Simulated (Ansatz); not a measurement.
# BFH5NS: the cost of one run

Method: RKS PBE-D4/def2-SVP, in Ansatz 0.2.0.

## (1) Starting point

Bond lengths: N2–H3 1.060 Å, N2–H4 1.060 Å, B1–H5 1.190 Å, B1–F6 1.320 Å, B1–S7 2.190 Å, S7–H8 1.400 Å, N2–H9 1.150 Å, S7–H9 1.419 Å. Angles: H3–N2–H4 120.0°, H3–N2–H9 101.9°, H4–N2–H9 85.4°, H5–B1–F6 120.0°, H5–B1–S7 105.4°, F6–B1–S7 92.8°, B1–S7–H8 109.5°, B1–S7–H9 67.0°, H8–S7–H9 116.0°, N2–H9–S7 138.5°.

Coordinates:

```xyz
9

B     0.0000    0.0000    0.0000
N     0.0000    0.0000    1.9000
H    -0.8770   -0.2713    2.4300
H     0.8770    0.2713    2.4300
H     1.0305    0.0000   -0.5950
F    -1.1431    0.0000   -0.6600
S    -0.2739    2.0601    0.6906
H    -1.5750    2.4834    0.3940
H    -0.1503    1.1307    1.7562
```

## (2) A restrained relaxation towards end A

Springs on the bonds that form and break draw the guess towards this end; the thresholds are loose.

input.yaml

```yaml
crystal:
  periodic: [false, false, false]
  atoms:
    - { symbol: B, position_ang: [0.0, 0.0, 0.0] }
    - { symbol: "N", position_ang: [0.0, 0.0, 1.9] }
    - { symbol: H, position_ang: [-0.877, -0.2713, 2.43] }
    - { symbol: H, position_ang: [0.877, 0.2713, 2.43] }
    - { symbol: H, position_ang: [1.0305, 0.0, -0.595] }
    - { symbol: F, position_ang: [-1.1431, 0.0, -0.66] }
    - { symbol: S, position_ang: [-0.2739, 2.0601, 0.6906] }
    - { symbol: H, position_ang: [-1.575, 2.4834, 0.394] }
    - { symbol: H, position_ang: [-0.1503, 1.1307, 1.7562] }
basis:
  gaussian: { orbitals: def2-SVP }
hamiltonian:
  xc: pbe
  dispersion: d4
relax:
  f_tol: 0.15
  max_steps: 25
  restrain:
    - { distance: [0, 6], at: 3.09, k: 30.0 }
    - { distance: [8, 1], at: 2.26, k: 30.0 }
    - { distance: [0, 1], at: 1.55, k: 30.0 }
    - { distance: [8, 6], at: 1.4, k: 30.0 }
```

Command:

```console
ansatz run input.yaml --threads 2 --pin off --max-ram 3072MiB --backend cpu --events-out ev --progress --plain --runs-dir out
```

Q: Estimate wall time and peak memory on 2 threads of Arm Neoverse V2, shared host.

About 16 s, with a peak of 0.14 GiB.
